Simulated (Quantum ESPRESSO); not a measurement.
Crystal: Cu3O2.

```xyz
5
Lattice="-2.0230 2.0230 3.6736 2.0230 -2.0230 3.6736 2.0230 2.0230 -3.6736" Properties=species:S:1:pos:R:3 pbc="T T T"
Cu    0.0000    0.0000    0.0000
Cu    0.0000    2.0230    1.8368
Cu    2.0230    0.0000    1.8368
O     0.0000    2.0230    0.0000
O     2.0230    0.0000    0.0000
```

The cell comes from a database or a generator and needn't be the stable form of this composition.

```yaml
Program: Quantum ESPRESSO 7.5
Task: single point
Functional: PBE
Potentials_or_basis: SSSP 1.3 efficiency PBE
Cutoff: 748 eV
Density_cutoff: 5987 eV
k_mesh: 9 × 9 × 9
Occupations: fermi-dirac, width 0.05 eV
Spin: no spin polarisation
```

On this cell: pressure 0.5 GPa; largest force under 0.003 eV/Å; band gap on the k mesh none (metal or under the smearing width).

The same run follows on a disturbed copy (atoms moved at random, drawn with an rms of 0.05 Å):

```
Cu O
1.0
    -2.02298    2.02298    3.67362
     2.02298   -2.02298    3.67362
     2.02298    2.02298   -3.67362
Cu O
3 2
Direct
  0.00865 0.01412 0.02382
  0.73048 0.24780 0.48821
  0.26341 0.75718 0.50910
  0.50493 0.99627 0.50101
  0.00846 0.50308 0.50020
```

Question: What changes?

Answer: The energy (extrapolated to zero smearing) moves by +17.0 meV/atom; pressure 1.4 GPa; largest force 1.329 eV/Å; band gap on the k mesh none (metal or under the smearing width).

Forces in eV/Å, atoms in the order of the input:
```
Cu  -0.606 -0.246  0.020
Cu   0.021  0.192  1.315
Cu   0.034 -0.046 -0.684
O    0.046  0.113  0.032
O    0.505 -0.013 -0.683
```

Stress tensor (GPa, compression positive):
```
 0.36 -0.09  0.11
-0.09  1.76  0.16
 0.11  0.16  1.95
```

Caveats: an odd number of electrons without spin polarisation forces a metal; a magnetic or distorted state may lie lower; the run has no spin polarisation, though such a crystal can be magnetic; semilocal functionals often make such compounds metallic where correlation or magnetic order opens a gap, which also shifts bond lengths.
